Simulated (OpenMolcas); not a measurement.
**HF/ANO-R1 (sfX2C) run of GeTe (SMILES [Ge][Te])**

Aim: the vertical singlet–triplet gap of GeTe at HF/ANO-R1 (sfX2C), from 2 runs. 

The calculation is run with OpenMolcas 26.06.

10 further runs of the same task are left out: 10 set aside as unsound or not needed.

## 1. The molecule

The species is GeTe (2 atoms), meant as a singlet with charge 0. SMILES: `[Ge][Te]`. The bond length is the measured one.

Bond lengths: Ge1–Te2 2.340 Å.

## 2. Energy and gradient at HF/ANO-R1 (sfX2C)

Input file job.input:

```
&GATEWAY
Coord
2
angstrom
Ge       0.000000       0.000000       0.000000
Te       0.000000       0.000000       2.340165
Basis=ANO-R1
Group=NoSym
&SEWARD
&SCF
Thresholds=1e-06 0.001 0.001 0.01
PrOrbitals=1 1
&ALASKA
```

Launch:

```sh
$ export MOLCAS_MEM=1860
$ pymolcas job.input > job.log
```

Output:

```text
--- Start Module: gateway ---
[...]
--- Stop Module: gateway /rc=_RC_ALL_IS_WELL_ ---
[...]
      Basis functions           82
[...]
--- Start Module: scf ---
[...]
       Convergence after   9 Iterations
[...]
::    Total SCF energy                              -8888.1219954885
[...]
      Total spin, S                                     0.0000000000
[...]
      Total electronic charge=   84.000000
      Total            charge=   -0.000000
[...]
      Dipole Moment (debye):
      Origin of the operator (angstrom)=    0.0000    0.0000    1.4915
                   X=  9.4216E-13               Y= -7.4688E-13               Z= -1.9619E+00           Total=  1.9619E+00
      Quadrupole Moment (debye*angstrom):
[...]
--- Stop Module: scf /rc=_RC_ALL_IS_WELL_ ---
[...]
--- Start Module: alaska ---
[...]
 *              Molecular gradients               *
 **************************************************
  Irreducible representation: a
 ------------------------------------------------------------------------------------------
                              X                       Y                       Z
 ------------------------------------------------------------------------------------------
  GE1              -5.02566650645485E-15   -2.16451702517176E-15   -3.42920046247741E-03
  TE2               5.02566650645460E-15    2.16451702517166E-15    3.42920046247741E-03
 ------------------------------------------------------------------------------------------
--- Stop Module: alaska /rc=_RC_ALL_IS_WELL_ ---
[...]
```

Run time: 60 s. Hardware: 1 thread of Intel Xeon Platinum 8488C (Sapphire Rapids), shared host; peak memory 0.81 GiB.

## 3. The triplet at the same level

Input file job.input:

```
* GeTe Hartree-Fock

&GATEWAY
 Coord
 2
 angstrom
 Ge       0.000000       0.000000       0.000000
 Te       0.000000       0.000000       2.340165
 Basis=ANO-R1
 Group=NoSym

&SEWARD

&SCF
 UHF
 Spin=3
 Thresholds=1e-06 0.001 0.001 0.01
 PrOrbitals=1 1

&ALASKA
```

Launch:

```sh
$ export MOLCAS_MEM=1860
$ pymolcas job.input > job.log
```

Output:

```text
--- Start Module: gateway ---
[...]
--- Stop Module: gateway /rc=_RC_ALL_IS_WELL_ ---
[...]
      Basis functions           82
[...]
--- Start Module: scf ---
[...]
       Convergence after  22 Iterations
[...]
::    Total SCF energy                              -8888.0422635346
[...]
      Total spin, S                                     1.0183308886
[...]
      Total electronic charge=   84.000000
      Total            charge=   -0.000000
[...]
      Dipole Moment (debye):
      Origin of the operator (angstrom)=    0.0000    0.0000    1.4915
                   X=  2.3384E-11               Y= -1.3314E-11               Z= -1.7669E+00           Total=  1.7669E+00
      Quadrupole Moment (debye*angstrom):
[...]
--- Stop Module: scf /rc=_RC_ALL_IS_WELL_ ---
[...]
--- Start Module: alaska ---
[...]
 *              Molecular gradients               *
 **************************************************
  Irreducible representation: a
 ------------------------------------------------------------------------------------------
                              X                       Y                       Z
 ------------------------------------------------------------------------------------------
  GE1              -7.11642179691638E-15    1.99702196457173E-14    3.88345799038632E-02
  TE2               7.11642179691880E-15   -1.99702196457093E-14   -3.88345799039200E-02
 ------------------------------------------------------------------------------------------
--- Stop Module: alaska /rc=_RC_ALL_IS_WELL_ ---
[...]
```

It took 61 s on 1 thread of Intel Xeon Platinum 8488C (Sapphire Rapids), shared host; peak memory 0.8 GiB.

## 4. Outcome

At HF/ANO-R1 (sfX2C):

| quantity | value |
| --- | --- |
| singlet: total energy | -8888.12200 Eh |
| singlet: dipole moment | 1.96 D |
| singlet: HOMO energy | -8.77 eV |
| singlet: LUMO energy | 0.35 eV |
| singlet: HOMO–LUMO gap | 9.12 eV |
| singlet: largest force on an atom | 0.176 eV/Å |
| triplet: total energy | -8888.04226 Eh |
| triplet: dipole moment | 1.77 D |
| triplet: HOMO energy (highest over α and β) | -6.98 eV |
| triplet: LUMO energy (lowest over α and β) | -1.73 eV |
| triplet: ⟨S²⟩ | 2.055 |
| triplet: largest force on an atom | 1.997 eV/Å |
| vertical energy of the triplet above the singlet | 2.170 eV |

At this shape the triplet lies 2.17 eV (50 kcal/mol) above the singlet.
